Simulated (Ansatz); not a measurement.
What does this script print? It uses the Python package of Ansatz (0.2.0).

The script, `run_scan.py`:
```python
import ansatz as az
import numpy as np

system = (
    az.Crystal.molecule()
    .atom("Si", [-1.1363, 0.9692, 0.3777])
    .atom("Al", [-0.4415, -1.0039, -0.6078])
    .atom("Sb", [2.1135, -1.5531, -0.6472])
    .atom("Cl", [2.457, -0.8088, 1.6393])
    .atom("H", [-0.0226, 1.7583, 0.8503])
    .atom("H", [-1.8914, 1.8309, -0.6461])
    .atom("H", [-2.068, 0.7143, 1.4846])
    .atom("H", [-1.4494, -2.0123, -1.2379])
    .atom("H", [2.5272, 0.0591, -1.2299])
)

symbols = [site.symbol for site in system.cartesian_sites]
start = np.array([site.position_ang for site in system.cartesian_sites])
axis = (start[2] - start[1]) / np.linalg.norm(start[2] - start[1])
moving = [2, 3, 8]
lengths, energies = [2.3, 2.405, 2.509, 2.614, 2.718, 2.823, 2.927, 3.084], []
for length in lengths:
    xyz = start.copy()
    xyz[moving] += (length - np.linalg.norm(start[2] - start[1])) * axis
    point = az.Crystal.molecule()
    for symbol, place in zip(symbols, xyz):
        point = point.atom(symbol, place.tolist())
    calculation = point.calculation()
    calculation = calculation.basis(gaussian="def2-SVP")
    calculation = calculation.functional("PBE")
    rep = calculation.run(threads=1, pin="off").report
    energies.append(rep["free_energy_ev"])
    print(f"r = {length:6.3f} A  E = {energies[-1]:.5f} eV  <S^2> = {abs(rep['mean_field']['state']['spin_squared']):.3f}")

fit = np.polynomial.Polynomial.fit(lengths, np.array(energies) - min(energies), 4).convert()
roots = [r.real for r in fit.deriv().roots() if abs(r.imag) < 1e-9 and fit.deriv(2)(r.real) > 0]
r_e = min(roots, key=lambda r: abs(r - lengths[int(np.argmin(energies))]))
print(f"minimum of the fit at {r_e:.4f} A, force constant {fit.deriv(2)(r_e):.2f} eV/A^2")
```

Running `python run_scan.py` prints:
```text
r =  2.300 A  E = -33593.74778 eV  <S^2> = 0.000
r =  2.405 A  E = -33594.18779 eV  <S^2> = 0.000
r =  2.509 A  E = -33594.44617 eV  <S^2> = 0.000
r =  2.614 A  E = -33594.57700 eV  <S^2> = 0.000
r =  2.718 A  E = -33594.61351 eV  <S^2> = 0.000
r =  2.823 A  E = -33594.58317 eV  <S^2> = 0.000
r =  2.927 A  E = -33594.50636 eV  <S^2> = 0.000
r =  3.084 A  E = -33594.33407 eV  <S^2> = 0.000
minimum of the fit at 2.7158 A, force constant 6.03 eV/A^2
```

What to keep in mind:
- Total energies depend on the basis set; only differences at equal settings carry meaning.
- The rest of the molecule is held rigid at a force-field or estimated start geometry, and the basis set is modest; single-reference methods fail as a bond breaks.
- def2 sets replace the cores of elements past krypton by effective core potentials.
- The orbitals are restricted, so S² is zero by construction.
- Finished in 22 s on 1 thread of Arm Neoverse V2, on a shared host, peak memory 0.22 GiB.
